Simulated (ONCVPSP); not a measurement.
# Pseudopotential generation for Mo: ONCV, PBEsol

Task: generate the file, and judge it by its errors in other configurations, its logarithmic derivatives, its ghosts and its cutoff.

The numbers are computed with ONCVPSP 4.0.1 (PBEsol, fully relativistic, spin-unpolarised reference atom).

## (1) Starting point

The settings as typed:

```
element                 : molybdenum (Mo, Z = 42)
type                    : optimised norm-conserving Vanderbilt (ONCV)
frozen core             : [Ar] 3d10
valence charge          : 14
reference configuration : 4s2 4p6 4d5 5s0.75 5p0.25
partial waves           : 4s+5s: rc 1.85 bohr, ncon 4, nbas 7, qcut 5.3 1/bohr, 2 projectors; 4p+5p: rc 2.35 bohr, ncon 4, nbas 9, qcut 6.6 1/bohr, 2 projectors; 4d: rc 1.90 bohr, ncon 4, nbas 9, qcut 9.5 1/bohr, 1 projector
local potential         : polynomial inside 1.85 bohr (lpopt 3, dvloc0 6 Ha)
core correction         : Teter function, fcfact 5.75, rcfact 1.86
```

The nodes and maxima of the atom's own shells, from an earlier all-electron run, set the scale for the radii.

All-electron outer shells of the reference configuration (PBEsol, scalar-relativistic, ld1.x):

| shell | level (eV) | outermost node (bohr) | outermost maximum (bohr) |
| --- | --- | --- | --- |
| 3p | -379.32 | 0.17 | 0.38 |
| 3d | -221.33 | – | 0.32 |
| 4s | -64.66 | 0.51 | 0.99 |
| 4p | -38.82 | 0.52 | 1.08 |
| 5s | -4.36 | 1.34 | 2.93 |
| 4d | -4.11 | 0.53 | 1.38 |
| 5p | -1.22 | 1.54 | 4.05 |

## (2) The generation run

Contents of Mo.dat:

```
# ATOM AND REFERENCE CONFIGURATION
# atsym  z   nc   nv     iexc    psfile
  Mo 42.00    6    5  -116133      upf
#
#   n    l    f
    1    0    2.00
    2    0    2.00
    2    1    6.00
    3    0    2.00
    3    1    6.00
    3    2   10.00
    4    0    2.00
    4    1    6.00
    4    2    5.00
    5    0    0.75
    5    1    0.25
#
# PSEUDOPOTENTIAL AND OPTIMIZATION
# lmax
    2
#
#   l,   rc,      ep,       ncon, nbas, qcut
    0    1.85    0.00    4    7    5.30
    1    2.35    0.00    4    9    6.60
    2    1.90    0.00    4    9    9.50
#
# LOCAL POTENTIAL
# lloc, lpopt,  rc(5),   dvloc0
    4    3    1.85    6.00
#
# VANDERBILT-KLEINMAN-BYLANDER PROJECTORs
# l, nproj, debl
    0    2    2.90
    1    2    1.70
    2    1    2.40
#
# MODEL CORE CHARGE
# icmod, fcfact, rcfact
    3    5.75    1.86
#
# LOG DERIVATIVE ANALYSIS
# epsh1, epsh2, depsh
   -4.00    5.00    0.02
#
# OUTPUT GRID
# rlmax, drl
    6.00    0.01
#
# TEST CONFIGURATIONS
# ncnf
    4
# nvcnf
#   n    l    f
    5
    4    0    2.00
    4    1    6.00
    4    2    5.00
    5    0    1.00
    5    1    0.00
#
    5
    4    0    2.00
    4    1    6.00
    4    2    5.00
    5    0    0.00
    5    1    0.00
#
    5
    4    0    2.00
    4    1    6.00
    4    2    4.00
    5    0    0.00
    5    1    0.00
#
    5
    4    0    2.00
    4    1    6.00
    4    2    4.00
    5    0    2.00
    5    1    0.00
#
```

Command:

```console
$ oncvpspr.x < Mo.dat > Mo.out
```

What does the calculation give? Wanted: cutoffs for 1 and 0.1 mHa per electron, occupied waves; bound ghosts; GHOST(+) flags; largest test error; largest phase difference near zero energy, channels read; rms error of d²Exc/dn², without and with the model core.

The runs gave:

| quantity | value |
| --- | --- |
| cutoffs for 1 and 0.1 mHa per electron, occupied waves | 21 Ha and 27 Ha |
| bound ghosts | none found |
| GHOST(+) flags | none at low energy |
| largest test error (AE − PS) | -14 meV, for 4s2 4p6 4d4 5s2 5p0 (1 test unsolved) |
| largest phase difference near zero energy, channels read | 0.006 rad |
| rms error of d²Exc/dn², without and with the model core | 6.14 and 2.99 mHa |

In words: By total energies transferability is good where solved: the largest error is 14 meV on 0.6 eV, for 4s2 4p6 4d4 5s2 5p0. Of the tests 1 gave no usable energy difference, which is a warning in itself. The potential is of middling hardness: the looser tolerance needs 21 Ha. At the looser tolerance the 4d wave is the slowest; 4p needs 13 Ha. It is free of bound ghosts as far as tested. Near zero energy the phases of the channels with partial waves agree within 0.006 rad. These are tests on the free atom; a crystal test is still owed.
